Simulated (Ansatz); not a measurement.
Task: a rigid scan of one bond angle of BrClH₂OSn, SMILES [OH][SnH]([Cl])[Br], with Ansatz 0.2.0, Python API. Give the script and its output. Use (for the species named): r2SCAN, def2-SVP basis, multiplicity 1.

```yaml
atoms:
  - { symbol: O, position_ang: [0.4777, 0.9168, -1.2620] }
  - { symbol: Sn, position_ang: [0.1008, -0.2063, 0.2942] }
  - { symbol: Cl, position_ang: [1.7126, -1.8893, 0.3585] }
  - { symbol: Br, position_ang: [-2.1015, -1.2454, 0.0954] }
  - { symbol: H, position_ang: [-0.3286, 1.5895, -1.2892] }
  - { symbol: H, position_ang: [0.1811, 0.7707, 1.7569] }
```

`brclh2osn.py`:
```python
'''Bending curve of BrClH2OSn.'''

import ansatz as az
from ase import Atoms


def main() -> None:
    atoms = Atoms(['O', 'Sn', 'Cl', 'Br', 'H', 'H'], positions=[
        (0.4777, 0.9168, -1.262),
        (0.1008, -0.2063, 0.2942),
        (1.7126, -1.8893, 0.3585),
        (-2.1015, -1.2454, 0.0954),
        (-0.3286, 1.5895, -1.2892),
        (0.1811, 0.7707, 1.7569),
    ])

    # start the scan from a relaxed geometry
    first = (
        az.Crystal.molecule_from_ase(atoms).calculation()
        .basis(gaussian='def2-SVP')
        .functional('r2SCAN')
        .relax(force_tolerance=0.02, max_steps=80)
    )
    atoms.positions = first.run().report['positions_ang']

    rows = []
    for angle in [85, 95, 105, 115, 125, 140, 160]:
        bent = atoms.copy()
        bent.set_angle(1, 0, 4, angle, indices=[4])
        calc = (
            az.Crystal.molecule_from_ase(bent).calculation()
            .basis(gaussian='def2-SVP')
            .functional('r2SCAN')
        )
        rows.append((angle, calc.run().report['free_energy_ev']))
    floor = min(e for _, e in rows)
    for angle, e in rows:
        print(f'angle Sn1-O0-H4 = {angle:3d} deg   {1000 * (e - floor):9.1f} meV')


if __name__ == '__main__':
    main()
```

Output of `python brclh2osn.py`:
```text
angle Sn1-O0-H4 =  85 deg       353.7 meV
angle Sn1-O0-H4 =  95 deg       127.4 meV
angle Sn1-O0-H4 = 105 deg        18.9 meV
angle Sn1-O0-H4 = 115 deg         0.0 meV
angle Sn1-O0-H4 = 125 deg        47.2 meV
angle Sn1-O0-H4 = 140 deg       196.1 meV
angle Sn1-O0-H4 = 160 deg       433.2 meV
```

Notes:
- The scan is rigid, and the energies are electronic, in a modest basis. The zero is the lowest point of the grid, which needn't be the minimum.
- def2 sets replace the cores of elements past krypton by effective core potentials.
- Finished in 3.1 min on 1 thread of Arm Neoverse V1, on a shared host, peak memory 0.24 GiB.

(Lines on the test bed's own set-up are left out of the output.)
